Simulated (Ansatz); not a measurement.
**GaN: relaxing the atoms and single point**

The task, for GaN: 2 runs in a chain (relaxing the atoms and single point).

Program: Ansatz 0.2.0. Level of theory: DFT PBE, scalar-relativistic, plane waves, PAW, and further levels as typed in the inputs. These are calculated values, not measurements.

### Step 1. The structure to begin with

Symmetry: Cc, No. 9, monoclinic system. Conventional cell: a = 3.189 Å, b = 5.524 Å, c = 5.185 Å, α = 90.00°, β = 90.69°, γ = 90.00°. Around Ga (site symmetry 1) lie 4 N at 1.94 to 1.95 Å. Around N (site symmetry 1) lie 4 Ga at 1.94 to 1.95 Å.

Cell or atoms stand a little off a more symmetric structure (P6_3mc at a tolerance of 0.3 Å), so results at this geometry aren't those of that ideal crystal.

Coordinates:

```
CELL_PARAMETERS angstrom
3.18900 0.00000 0.01913
-1.59450 2.76176 -0.00957
0.03111 0.00000 5.18500
ATOMIC_POSITIONS crystal
Ga 0.33333 0.66667 0.00000
Ga 0.66667 0.33333 0.50000
N 0.33333 0.66667 0.37700
N 0.66667 0.33333 0.87700
```

### Step 2. Relaxing the atoms: GaN, no spin

Input file input.yaml:

```yaml
crystal:
  lattice:
    - [3.189, 0.0, 0.019134]
    - [-1.5945, 2.76175501, -0.009567]
    - [0.03111, 0.0, 5.185]
  atoms:
    - { symbol: Ga, position: [0.3333333333, 0.6666666667, 0.0] }
    - { symbol: Ga, position: [0.6666666667, 0.3333333333, 0.5] }
    - { symbol: "N", position: [0.3333333333, 0.6666666667, 0.377] }
    - { symbol: "N", position: [0.6666666667, 0.3333333333, 0.877] }
scf:
  occupations: { method: gaussian, width: 0.05 }
output:
  forces: true
  stress: true
hamiltonian:
  xc: pbe
kpoints:
  mp_grid: { grid: [8, 8, 5] }
relax:
  f_tol: 0.003
```

Run with:

```console
$ ansatz run input.yaml --threads 8 --pin off --max-ram 16384MiB --backend cpu --events-out ev --progress --plain --runs-dir out
```

The log of the run:

```text
Warning: output.stress: scf.convergence.dr2_threshold = 9e-9 eV (the default of a walk held to its f_tol) is looser than the 4e-10 eV advised for a printed stress (1e-10 eV for each atom of the cell: 4). What an SCF threshold leaves in a stress goes as its square root, and in the free energy as the threshold itself, and one threshold admits the most on a small cell: of the crystals measured, under no hybrid functional and no lock of the moments, on runs that ended without the residual-converged pass, on stresses that held no estimate of that error, the worst erred by over 100 MPa in a component at 1e-7 eV an atom and by under 5 at 1e-10. Every solve of this run answers to scf.convergence.dr2_threshold, and the tensor of one is reported: a single SCF on the reported geometry and on this run's grids (its basis.xc_grid and basis.ecutrho_ratio typed), with scf.convergence.dr2_threshold at 4e-10 eV or tighter, prints it and tightens no other solve. Else set scf.convergence.dr2_threshold to 4e-10 eV or tighter. The threshold is an SCF's pass mark: one that does not reach it within its budget of iterations ends unconverged, or closes short of it on a stop that the run arms, and scf.convergence.dr2_threshold's page says what that costs each kind of run
Warning: RAYON_NUM_THREADS=8 ignored (pool sized by the plan → 8); use --threads N
Engine: ansatz 0.2.0, aarch64-unknown-linux-gnu
Pseudopotentials: kind: paw
Pseudopotential: Ga, paw, valence charge 13, recommended cutoff 420 eV (normal), Ga.paw.azcp
Pseudopotential: N, paw, valence charge 5, recommended cutoff 420 eV (normal), N.paw.azcp
Functional definition: PBE
  parameter kappa = 0.804
  parameter beta = 0.06672455060314922
  exchange = pbe_x(kappa = kappa, mu = beta*pi^2/3)
  correlation = pbe_c(beta = beta)
Crystal: 4 atoms, lattice volume = 45.664 Å³
Basis set: ecut = 420 eV, 907 PW (Γ), exchange–correlation on 48×48×72 points (8 copies of the dense FFT grid, shifted against one another)
Bands: 22, of which v1, the nominal top of the filled ones, is band 18 counted from 1 (17 counted from 0)
Symmetry: 2 space group operations
Space group: Cc (ITA 9), of the structure as read, at distance tolerance 3.6e-5 Å
k-points: 93 of 320 (time reversal used)
Non-local potential: Ga, projectors of the file, l = 0: 2, l = 1: 2, l = 2: 3, l = 3: 1
Non-local potential: N, projectors of the file, l = 0: 2, l = 1: 2, l = 2: 1
PAW form: soft (Blöchl's): semilocal exchange-correlation on the pseudo side does not see the compensation charge
PAW one-centre angular grid: Ga, 590 points (default); XC on 64 Gauss nodes
PAW one-centre angular grid: N, 110 points (default); XC on 64 Gauss nodes
Initial density: superposition of atomic densities (neutral atoms: chi_scale 0, normalization atom), corrected by the library's trained network
Initial wavefunctions: pseudopotential atomic-orbital guess
Functional: x = pbe(κ = 0.804, μ = 0.2195149727645171), c = pbe(β = 0.06672455060314922)
SCF iter   1: F=—  HF=-8335.811303 eV  |F-HF|=—  |Δ(HF+E_count)|=         —  Δρ=8.36e-4  dr2=1.82e-4  ethr=1.77e-3  ⟨swp⟩=4.8  Hψ=8085  notcnv=0
preconditioner: auto → Resta (q_TF=auto, 2.622 Å⁻¹)  ε∞=5.0  [insulator: Δε(μ)=1.888 eV  Ē_g=16.583 eV  σ=0.050 eV  W_gap=1.00  n_scr=22 (ndim 8)  ℏωp=33.0 eV  f_vac=0.009  D(μ)=0.00/eV (n_scr^D=0)  ε∞_Penn≈5.0]
SCF iter   2: F=—  HF=-8335.811915 eV  |F-HF|=—  |Δ(HF+E_count)|=   6.12e-4  Δρ=4.00e-4  dr2=2.71e-5  ethr=5.05e-7  ⟨swp⟩=2.2  Hψ=4485  notcnv=0
SCF iter   3: F=—  HF=-8335.812032 eV  |F-HF|=—  |Δ(HF+E_count)|=   1.17e-4  Δρ=1.84e-4  dr2=6.93e-6  ethr=7.52e-8  ⟨swp⟩=2.0  Hψ=3581  notcnv=0
SCF iter   4: F=—  HF=-8335.812058 eV  |F-HF|=—  |Δ(HF+E_count)|=   2.61e-5  Δρ=5.60e-5  dr2=1.02e-6  ethr=1.92e-8  ⟨swp⟩=2.0  Hψ=3690  notcnv=0
iter 5 did not close the SCF: its close was put off for the readings that it lacked (scf_convergence_deferred on its scf_iter line)
SCF iter   5: F=-8335.812061 eV  HF=-8335.812061 eV  |F-HF|=2.32e-7  |Δ(HF+E_count)|=   2.67e-6  Δρ=1.87e-5  dr2=9.98e-8  ethr=2.84e-9  ⟨swp⟩=2.0  Hψ=3712  notcnv=0
SCF iter   6: F=-8335.812061 eV  HF=-8335.812061 eV  |F-HF|=2.69e-9  |Δ(HF+E_count)|=   2.53e-7  Δρ=5.35e-6  dr2=1.15e-8  ethr=2.77e-10  ⟨swp⟩=2.0  Hψ=7261  notcnv=0
SCF 1 converged in 6 iterations: F = -8335.812061 eV  dr2 = 1.15e-8
relax step   1: F+E_penalty+E_count = -8335.81206106 eV  Δ(F+E_penalty+E_count) = +0.000e0 eV  max|allowed force component| = 6.727e-2 eV/Å  Δτ_max = 0.0000 Å  (6 SCF iters, dr2 threshold 2.25e-7 eV, accepted)
Initial density: handed on by an earlier stage of this run
Initial wavefunctions: those handed on with the density
iter 1 solved again at ethr=1.91e-8 eV; its pass at ethr=3.10e-3 eV (dr2=6.89e-6 eV) is discarded
SCF iter   1: F=—  HF=-8335.812258 eV  |F-HF|=—  |Δ(HF+E_count)|=         —  Δρ=1.78e-4  dr2=7.00e-6  ethr=1.91e-8  ⟨swp⟩=2.0  Hψ=6688  notcnv=0
preconditioner: auto → Resta (q_TF=auto, 2.622 Å⁻¹)  ε∞=5.0  [insulator: Δε(μ)=1.893 eV  Ē_g=16.586 eV  σ=0.050 eV  W_gap=1.00  n_scr=22 (ndim 8)  ℏωp=33.0 eV  f_vac=0.009  D(μ)=0.00/eV (n_scr^D=0)  ε∞_Penn≈5.0]
SCF iter   2: F=—  HF=-8335.812250 eV  |F-HF|=—  |Δ(HF+E_count)|=   8.19e-6  Δρ=9.00e-5  dr2=2.02e-6  ethr=1.91e-8  ⟨swp⟩=2.0  Hψ=3527  notcnv=0
SCF iter   3: F=-8335.812250 eV  HF=-8335.812250 eV  |F-HF|=7.11e-10  |Δ(HF+E_count)|=   3.53e-7  Δρ=1.14e-5  dr2=5.63e-8  ethr=7.86e-10  ⟨swp⟩=3.0  Hψ=8752  notcnv=0
SCF 2 converged in 3 iterations: F = -8335.812250 eV  dr2 = 5.63e-8
relax step   2: F+E_penalty+E_count = -8335.81224965 eV  Δ(F+E_penalty+E_count) = -1.886e-4 eV  max|allowed force component| = 4.577e-2 eV/Å  Δτ_max = 0.0008 Å  (3 SCF iters, dr2 threshold 2.83e-7 eV, accepted)
SCF iter   1: F=—  HF=-8335.812429 eV  |F-HF|=—  |Δ(HF+E_count)|=         —  Δρ=3.79e-4  dr2=3.25e-5  ethr=8.81e-7  ⟨swp⟩=2.3  Hψ=5615  notcnv=0
preconditioner: auto → Resta (q_TF=auto, 2.622 Å⁻¹)  ε∞=5.0  [insulator: Δε(μ)=1.889 eV  Ē_g=16.586 eV  σ=0.050 eV  W_gap=1.00  n_scr=22 (ndim 8)  ℏωp=33.0 eV  f_vac=0.009  D(μ)=0.00/eV (n_scr^D=0)  ε∞_Penn≈5.0]
SCF iter   2: F=—  HF=-8335.812415 eV  |F-HF|=—  |Δ(HF+E_count)|=   1.39e-5  Δρ=1.91e-4  dr2=9.49e-6  ethr=9.02e-8  ⟨swp⟩=1.0  Hψ=2790  notcnv=0
SCF iter   3: F=—  HF=-8335.812413 eV  |F-HF|=—  |Δ(HF+E_count)|=   1.51e-6  Δρ=2.51e-5  dr2=2.83e-7  ethr=2.64e-8  ⟨swp⟩=2.0  Hψ=3554  notcnv=0
SCF iter   4: F=-8335.812413 eV  HF=-8335.812413 eV  |F-HF|=1.01e-8  |Δ(HF+E_count)|=   2.76e-8  Δρ=6.14e-6  dr2=1.62e-8  ethr=3.64e-10  ⟨swp⟩=4.0  Hψ=7397  notcnv=0
SCF 3 converged in 4 iterations: F = -8335.812413 eV  dr2 = 1.62e-8
relax step   3: F+E_penalty+E_count = -8335.81241334 eV  Δ(F+E_penalty+E_count) = -1.637e-4 eV  max|allowed force component| = 5.034e-4 eV/Å  Δτ_max = 0.0018 Å  (4 SCF iters, dr2 threshold 1.31e-7 eV, accepted)
iter 1 solved again at ethr=4.58e-11 eV; its pass at ethr=3.10e-3 eV (dr2=1.65e-8 eV) is discarded
SCF iter   1: F=—  HF=-8335.812420 eV  |F-HF|=—  |Δ(HF+E_count)|=         —  Δρ=6.14e-6  dr2=1.65e-8  ethr=4.58e-11  ⟨swp⟩=1.0  Hψ=6338  notcnv=0
SCF iter   2: F=-8335.812413 eV  HF=-8335.812413 eV  |F-HF|=2.15e-9  |Δ(HF+E_count)|=   6.62e-6  Δρ=2.54e-6  dr2=2.95e-9  ethr=2.50e-11  ⟨swp⟩=2.9  Hψ=8155  notcnv=0
SCF 4 converged in 2 iterations: F = -8335.812413 eV  dr2 = 2.95e-9
relax step   4: F+E_penalty+E_count = -8335.81241335 eV  Δ(F+E_penalty+E_count) = -1.082e-8 eV  max|allowed force component| = 5.035e-4 eV/Å  Δτ_max = 0.0000 Å  (2 SCF iters, accepted)
SCF converged after 2 iterations
Free energy (F): -8335.812413 eV
Harris-Foulkes:  -8335.812413 eV  (|F-HF|=2.15e-9)
Internal energy: -8335.812413 eV  (E = F + TS)
E sigma→0 (E₀):  -8335.812413 eV
Fermi energy:    10.667699 eV
--- Per-component energies (eV) ---
  E_band       = -9.858159
  E_kinetic    = 494.618770
  E_local      = -3903.554514  (includes V_loc(G=0)·N_el)
  E_nonlocal   = 948.847911
  E_hartree    = 1796.782392
  E_xc         = -257.690338
  E_vxc        = -268.408978  (∫ρ·V_xc dr)
  E_paw        = -4240.821684  (= ΣΔE_a)
  E_vpaw       = -874.925583  (= ΣTr[D̂ρ^β])
  E_aug_tail   = 0.000094  (compensation charges beyond the density's cutoff)
  E_ewald      = -3173.995045
  E_smearing   = -0.000000  (= −TS)
  E_closure    = 0.000000  (closes the sum)
  Σ components = -8335.812413   (vs F -8335.812413, Δ=0.00e0)
--- Forces (eV/Å), atoms counted from 1 ---
  atom   1  Ga    -0.00029018     0.00050349     0.00021106
  atom   2  Ga    -0.00029018    -0.00050349     0.00021106
  atom   3  N      0.00028633     0.00047539    -0.00021489
  atom   4  N      0.00028633    -0.00047539    -0.00021489
  max |Σ_I F_I| component: 7.69e-6 eV/Å
--- Stress (GPa, compression-positive) ---
        5.225523       0.000000      -1.081596
        0.000000       5.242858       0.000000
       -1.081596       0.000000       5.806728
  P = ⅓ Tr σ = 5.4250 GPa (54.250 kbar)
--- Relaxed structure (4 steps of the walk, 4 accepted, 0 SCFs on fresh bases) ---
  F+E_penalty+E_count = -8335.81241335 eV   max|allowed force component| = 5.035e-4 eV/Å
  atoms:
    - { symbol: Ga, position: [0.332505552053717, 0.6666459209664057, 1.3140115399307992e-5] }
    - { symbol: Ga, position: [0.6658596310873114, 0.33335407903359443, 0.5000131401153993] }
    - { symbol: N, position: [0.33416842696429905, 0.6667020370696264, 0.37698685988460073] }
    - { symbol: N, position: [0.6674663898946728, 0.3332979629303737, 0.8769868598846006] }
```

Run time: 5.5 s. Hardware: 8 threads of Arm Neoverse N1, shared host; peak memory 0.47 GiB.

The steps of the relaxation:

```
step  energy from step 1 (eV/cell)  largest force component (eV/Å)
   1                        0.0000                          0.0673
   2                       -0.0002                          0.0458
   3                       -0.0004                          0.0005
   4                       -0.0004                          0.0005
```

Step 1 is the start.

### Step 3. Single point: HSE06, mesh 6×6×4

It takes the final geometry of step 2.

Input file input.yaml:

```yaml
crystal:
  lattice:
    - [3.189, 0.0, 0.019134]
    - [-1.5945, 2.76175501, -0.009567]
    - [0.03111, 0.0, 5.185]
  atoms:
    - { symbol: Ga, position: [0.3325055521, 0.666645921, 1.31401e-05] }
    - { symbol: Ga, position: [0.6658596311, 0.333354079, 0.5000131401] }
    - { symbol: "N", position: [0.334168427, 0.6667020371, 0.3769868599] }
    - { symbol: "N", position: [0.6674663899, 0.3332979629, 0.8769868599] }
scf:
  occupations: { method: gaussian, width: 0.03 }
output:
  eigenstates: { kpoints: [[0, 0, 0]] }
hamiltonian:
  xc: hse06
kpoints:
  mp_grid: { grid: [6, 6, 4] }
```

Run with:

```console
$ ansatz run input.yaml --threads 8 --pin off --max-ram 16384MiB --backend cpu --events-out ev --progress --plain --runs-dir out
```

The log of the run:

```text
Warning: RAYON_NUM_THREADS=8 ignored (pool sized by the plan → 8); use --threads N
[... 4 set-up lines as earlier in the session ...]
Functional definition: HSE06
  parameter a = 0.25
  parameter omega = 0.11/bohr
  exchange = pbe_x - a*pbe_x_sr(omega) + a*exact_x_sr(omega)
  correlation = pbe_c
Crystal: 4 atoms, lattice volume = 45.664 Å³
Basis set: ecut = 420 eV, 907 PW (Γ)
Bands: 22, of which v1, the nominal top of the filled ones, is band 18 counted from 1 (17 counted from 0)
[... 2 set-up lines as earlier in the session ...]
k-points: 47 of 144 (time reversal used)
[... 3 set-up lines as earlier in the session ...]
PAW frozen core: Ga, regenerated for the run's functional, and the local potential with it (the file was generated under x = pbe(κ = 0.804, μ = 0.2195149727645171), c = pbe(β = 0.06672455060314922))
PAW frozen core: N, regenerated for the run's functional, and the local potential with it (the file was generated under x = pbe(κ = 0.804, μ = 0.2195149727645171), c = pbe(β = 0.06672455060314922))
[... 4 set-up lines as earlier in the session ...]
Functional: x = pbe(κ = 0.804, μ = 0.2195149727645171), c = pbe(β = 0.06672455060314922), warm-up for x = pbe(κ = 0.804, μ = 0.2195149727645171) + 0.25 (exact − pbe) at short range (hse, ω = 0.20786987370883472 Å⁻¹), c = pbe(β = 0.06672455060314922); HSE06 as pw.x's `hse` composes it (authors' and Libxc's form: `xc: wpbeh`)
SCF iter   1: F=—  HF=-8335.816456 eV  |F-HF|=—  |Δ(HF+E_count)|=         —  Δρ=9.14e-4  dr2=2.19e-4  ethr=1.77e-3  ⟨swp⟩=2.0  Hψ=6759  notcnv=0
preconditioner: auto → none  [insulator: Δε(μ)=1.883 eV  Ē_g=16.588 eV  σ=0.030 eV  W_gap=1.00  n_scr=22 (ndim 8)  ℏωp=33.0 eV  f_vac=0.009  D(μ)=0.00/eV (n_scr^D=0)]
SCF iter   2: F=-8335.816852 eV  HF=-8335.816763 eV  |F-HF|=8.94e-5  |Δ(HF+E_count)|=   3.07e-4  Δρ=4.26e-4  dr2=3.37e-5  ethr=6.07e-7  ⟨swp⟩=5.0  Hψ=3797  notcnv=0  defer=5
SCF 1 stopped early in 2 iterations: F = -8335.816852 eV  dr2 = 3.37e-5
[... 2 set-up lines as earlier in the session ...]
Functional: x = pbe(κ = 0.804, μ = 0.2195149727645171) + 0.25 (exact − pbe) at short range (hse, ω = 0.20786987370883472 Å⁻¹), c = pbe(β = 0.06672455060314922); HSE06 as pw.x's `hse` composes it (authors' and Libxc's form: `xc: wpbeh`)
Exchange kernel: α = 0.2500, screened, ω = 0.2079 Å⁻¹, Wigner–Seitz truncation, v(0) = 1044.1848 eV·Å³, q-mesh 6×6×4, nearest image of the exchange supercell L = 19.13 Å, pair-density grid 18×18×30, without the augmentation charges, whose exchange is taken in its separable form by FFT convolution over the k-point mesh (sized by the pseudopotential files, 20×20×36 at the most), smooth part of the exact exchange by density-matrix convolution
Frozen-core exchange: fock
SCF iter   1: F=—  HF=-8336.828103 eV  |F-HF|=—  |Δ(HF+E_count)|=         —  Δρ=1.75e-2  dr2=5.45e-2  ethr=9.37e-7  ⟨swp⟩=9.3  Hψ=5637  notcnv=0
preconditioner: auto → none  [insulator: Δε(μ)=3.094 eV  Ē_g=19.687 eV  σ=0.030 eV  W_gap=1.00  n_scr=22 (ndim 8)  ℏωp=33.0 eV  f_vac=0.009  D(μ)=0.00/eV (n_scr^D=0)]
SCF iter   2: F=—  HF=-8336.801634 eV  |F-HF|=—  |Δ(HF+E_count)|=   2.65e-2  Δρ=4.29e-3  dr2=5.90e-3  ethr=9.37e-7  ⟨swp⟩=4.5  Hψ=3983  notcnv=0
SCF iter   3: F=—  HF=-8336.817877 eV  |F-HF|=—  |Δ(HF+E_count)|=   1.62e-2  Δρ=4.37e-3  dr2=3.25e-3  ethr=9.37e-7  ⟨swp⟩=4.1  Hψ=4017  notcnv=0
SCF iter   4: F=—  HF=-8336.817381 eV  |F-HF|=—  |Δ(HF+E_count)|=   4.95e-4  Δρ=1.50e-3  dr2=5.36e-4  ethr=9.37e-7  ⟨swp⟩=3.2  Hψ=2754  notcnv=0
SCF iter   5: F=—  HF=-8336.817384 eV  |F-HF|=—  |Δ(HF+E_count)|=   2.30e-6  Δρ=4.44e-4  dr2=1.01e-4  ethr=9.37e-7  ⟨swp⟩=3.0  Hψ=2216  notcnv=0
SCF iter   6: F=-8336.817651 eV  HF=-8336.817677 eV  |F-HF|=2.52e-5  |Δ(HF+E_count)|=   2.93e-4  Δρ=2.79e-4  dr2=1.53e-5  ethr=2.16e-7  ⟨swp⟩=4.0  Hψ=3201  notcnv=0
SCF 2 stopped early in 6 iterations: F = -8336.817651 eV  dr2 = 1.53e-5
hybrid outer 1: dexx = +1.845e-2 eV, tail = 1.21e-4 eV
Exchange kernel: α = 0.2500, screened, ω = 0.2079 Å⁻¹, Wigner–Seitz truncation, v(0) = 1044.1848 eV·Å³, q-mesh 6×6×4, nearest image of the exchange supercell L = 19.13 Å, pair-density grid 18×18×30, without the augmentation charges, whose exchange is taken in its separable form by FFT convolution over the k-point mesh (sized by the pseudopotential files, 20×20×36 at the most), smooth part of the exact exchange by density-matrix convolution
Frozen-core exchange: fock
SCF iter   1: F=—  HF=-8336.817039 eV  |F-HF|=—  |Δ(HF+E_count)|=         —  Δρ=1.03e-4  dr2=5.82e-6  ethr=1.68e-6  ⟨swp⟩=4.9  Hψ=2409  notcnv=0
preconditioner: auto → none  [insulator: Δε(μ)=3.148 eV  Ē_g=19.523 eV  σ=0.030 eV  W_gap=1.00  n_scr=22 (ndim 8)  ℏωp=33.0 eV  f_vac=0.012  D(μ)=0.00/eV (n_scr^D=0)]
iter 2 solved again at ethr=3.67e-10 eV; its pass at ethr=1.54e-8 eV (dr2=1.32e-7 eV) is discarded
SCF iter   2: F=—  HF=-8336.817042 eV  |F-HF|=—  |Δ(HF+E_count)|=   3.44e-6  Δρ=2.06e-5  dr2=4.31e-7  ethr=3.67e-10  ⟨swp⟩=2.1  Hψ=5484  notcnv=0  defer=1
SCF iter   3: F=—  HF=-8336.817045 eV  |F-HF|=—  |Δ(HF+E_count)|=   2.98e-6  Δρ=4.14e-5  dr2=6.53e-7  ethr=3.67e-10  ⟨swp⟩=4.1  Hψ=3819  notcnv=0
SCF iter   4: F=-8336.817045 eV  HF=-8336.817045 eV  |F-HF|=1.87e-8  |Δ(HF+E_count)|=   1.67e-7  Δρ=9.23e-6  dr2=2.85e-8  ethr=3.67e-10  ⟨swp⟩=3.9  Hψ=2811  notcnv=0
SCF 3 converged in 4 iterations: F = -8336.817045 eV  dr2 = 2.85e-8
hybrid outer 2: dexx = +2.748e-6 eV, tail = 2.39e-7 eV, Δε = 7.89e-3 eV (about 4.36e-4 eV left of the loop's levels)
NSCF: frozen V_eff on 1 k-points
hybrid SCF converged: 2 outer / 10 inner (+2 warm-up), last move |dexx| = 2.75e-6 eV, tail = 2.39e-7 eV
Stability not checked: this state was not tested for a lower state beside it, because the functional holds exact exchange (a hybrid, or Hartree-Fock), whose exchange loop this test does not read (fock_operator; see scf.lower_state_search)
Free energy (F): -8336.817045 eV
Frozen-core exchange: fock
Harris-Foulkes:  -8336.817045 eV  (|F-HF|=1.87e-8)
Internal energy: -8336.817045 eV  (E = F + TS)
E sigma→0 (E₀):  -8336.817045 eV
Fermi energy:    10.469139 eV
--- Per-component energies (eV) ---
  E_band       = -92.061404
  E_kinetic    = 493.547100
  E_local      = -3910.444889  (includes V_loc(G=0)·N_el)
  E_nonlocal   = 949.723912
  E_hartree    = 1807.036875
  E_xc         = -207.136351
  E_vxc        = -214.303048  (∫ρ·V_xc dr)
  E_exx        = -124.023134  (= α·E_x^exact, valence–valence)
  E_paw        = -4171.705798  (= ΣΔE_a)
  E_vpaw       = -776.618757  (= ΣTr[D̂ρ^β])
  E_aug_tail   = 0.000087  (compensation charges beyond the density's cutoff)
  E_ewald      = -3173.995045
  E_core_change = 0.180199  (= ΣΔE_core)
  E_smearing   = -0.000000  (= −TS)
  E_closure    = -0.000000  (closes the sum)
  Σ components = -8336.817045   (vs F -8336.817045, Δ=0.00e0)
--- Band table (eV; the first three rows and the last of 47) ---
  k-point 0: bands = ["-8.6100", "-8.0547", "-6.8139", "-6.7974", "-6.7968", "-6.7379", "-6.7379", "-6.5471", "-6.5470", "-6.4587", "-6.4586", "-4.7444", "1.3249", "7.7485", "7.7494", "8.8242", "8.8707", "8.8949", "12.0435", "14.5407", "19.8332", "20.3319"]
  k-point 1: bands = ["-8.4559", "-8.0696", "-6.7934", "-6.7933", "-6.7509", "-6.7509", "-6.7168", "-6.5300", "-6.5299", "-6.4677", "-6.4676", "-5.3466", "2.4217", "7.3158", "7.9055", "7.9060", "8.6989", "8.6992", "13.2479", "14.6567", "19.3791", "20.0217"]
  k-point 2: bands = ["-8.1852", "-8.1852", "-6.7786", "-6.7786", "-6.7740", "-6.7740", "-6.4974", "-6.4974", "-6.4926", "-6.4926", "-6.2604", "-6.2604", "4.7719", "4.7719", "8.2826", "8.2826", "8.3072", "8.3072", "14.5222", "14.5222", "18.9494", "18.9494"]
  k-point 46: bands = ["-7.9999", "-7.9609", "-6.7321", "-6.7062", "-6.6510", "-6.6019", "-6.5711", "-6.5325", "-6.4858", "-6.4722", "-4.9338", "-4.1686", "2.1997", "2.9658", "4.8577", "5.6519", "6.4843", "7.3434", "15.4707", "16.7542", "17.6627", "18.6996"]
```

It took 21 s on 8 threads of Arm Neoverse N1, shared host; peak memory 1.7 GiB.

### Step 4. Results

| step | level | k mesh | volume (Å³/atom) | pressure (GPa) | energy (eV) | gap on the mesh (eV) | time |
| --- | --- | --- | --- | --- | --- | --- | --- |
| 2 | PBE | 8×8×5 | 11.42 | 5.4 | -8335.812 | n/a | 5.5 s |
| 3 | HSE06 | 6×6×4 | 11.42 | n/a | -8336.817 | 3.15 | 21 s |

Totals of different systems or levels have different zeros; only balanced differences at one level mean anything.

The final runs have no spin polarisation, so no magnetic state was tried and one may lie lower.
